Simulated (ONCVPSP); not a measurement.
# F: the cost of one run

The numbers are computed with ONCVPSP 4.0.1.1 (patched build) (LDA (Perdew-Wang 92), scalar-relativistic, spin-unpolarised reference atom).

## Step 1: Starting point

Typed settings, in words:

- element: fluorine (F, Z = 9)
- type: optimised norm-conserving Vanderbilt (ONCV)
- frozen core: [He]
- valence charge: 7
- reference configuration: 2s2 2p5
- partial waves: 2s: rc 0.85 bohr, ncon 5, nbas 9, qcut 9.3 1/bohr, local; 2p: rc 1.80 bohr, ncon 5, nbas 7, qcut 7.6 1/bohr, 3 projectors, debl 2.3 Ha; d scattering state at 0.39 Ha: rc 1.45 bohr, ncon 3, nbas 7, qcut 7.5 1/bohr, 3 projectors, debl 3.3 Ha
- local potential: the s channel
- core correction: Teter function fitted to the true core (icmod 2), fcfact 0.15

## Step 2: Generation

F.dat reads:

```
# ATOM AND REFERENCE CONFIGURATION
# atsym  z   nc   nv     iexc    psfile
  F 9.00    1    2  -001012      upf
#
#   n    l    f
    1    0    2.00
    2    0    2.00
    2    1    5.00
#
# PSEUDOPOTENTIAL AND OPTIMIZATION
# lmax
    2
#
#   l,   rc,      ep,       ncon, nbas, qcut
    0    0.85    0.00    5    9    9.30
    1    1.80    0.00    5    7    7.60
    2    1.45    0.39    3    7    7.50
#
# LOCAL POTENTIAL
# lloc, lpopt,  rc(5),   dvloc0
    0    5    0.85    0.00
#
# VANDERBILT-KLEINMAN-BYLANDER PROJECTORs
# l, nproj, debl
    0    0    3.70
    1    3    2.30
    2    3    3.30
#
# MODEL CORE CHARGE
# icmod, fcfact, rcfact
    2    0.15    0.95
#
# LOG DERIVATIVE ANALYSIS
# epsh1, epsh2, depsh
   -3.00    5.00    0.02
#
# OUTPUT GRID
# rlmax, drl
    6.00    0.01
#
# TEST CONFIGURATIONS
# ncnf
    4
# nvcnf
#   n    l    f
    2
    2    0    2.00
    2    1    4.00
#
    2
    2    0    2.00
    2    1    3.00
#
    2
    2    0    2.00
    2    1    2.00
#
    2
    2    0    2.00
    2    1    4.50
#
```

Command:

```sh
oncvpsp.x < F.dat > F.out
```

**Question.** How long does this run take on 1 thread of Intel Xeon 6975P-C, shared host?

About 2.2 s.
